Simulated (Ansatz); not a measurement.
# Cl3GeH: the cost of one run

All numbers below are computed with Ansatz 0.2.0 (RKS PBE0-D4/def2-SVP).

### 1 The system as given

Bond lengths: Ge1–H2 1.550 Å, Ge1–Cl3 2.220 Å, Ge1–Cl4 2.218 Å, Ge1–Cl5 2.218 Å. Angles: H2–Ge1–Cl3 109.5°, H2–Ge1–Cl4 109.5°, H2–Ge1–Cl5 109.5°, Cl3–Ge1–Cl4 109.5°, Cl3–Ge1–Cl5 109.5°, Cl4–Ge1–Cl5 109.5°.

Structure file:

```xyz
5

Ge    0.0000    0.0000    0.0000
H     0.0000    0.0000    1.5500
Cl    2.0935    0.0000   -0.7393
Cl   -1.0456    1.8115   -0.7393
Cl   -1.0456   -1.8115   -0.7393
```

### 2 Relaxing the start

Input file input.yaml:

```yaml
crystal:
  periodic: [false, false, false]
  atoms:
    - { symbol: Ge, position_ang: [0.0, 0.0, 0.0] }
    - { symbol: H, position_ang: [0.0, 0.0, 1.55] }
    - { symbol: Cl, position_ang: [2.0935, 0.0, -0.7393] }
    - { symbol: Cl, position_ang: [-1.0456, 1.8115, -0.7393] }
    - { symbol: Cl, position_ang: [-1.0456, -1.8115, -0.7393] }
basis:
  gaussian: { orbitals: def2-SVP }
hamiltonian:
  xc: pbe0
  dispersion: d4
relax:
  f_tol: 0.02
  max_steps: 40
```

Command:

```bash
$ ansatz run input.yaml --threads 2 --pin off --max-ram 3072MiB --backend cpu --events-out ev --progress --plain --runs-dir out
```

What time and memory should one allow on 2 threads of Arm Neoverse V2, shared host?

About 7.2 s, with a peak of 0.2 GiB.
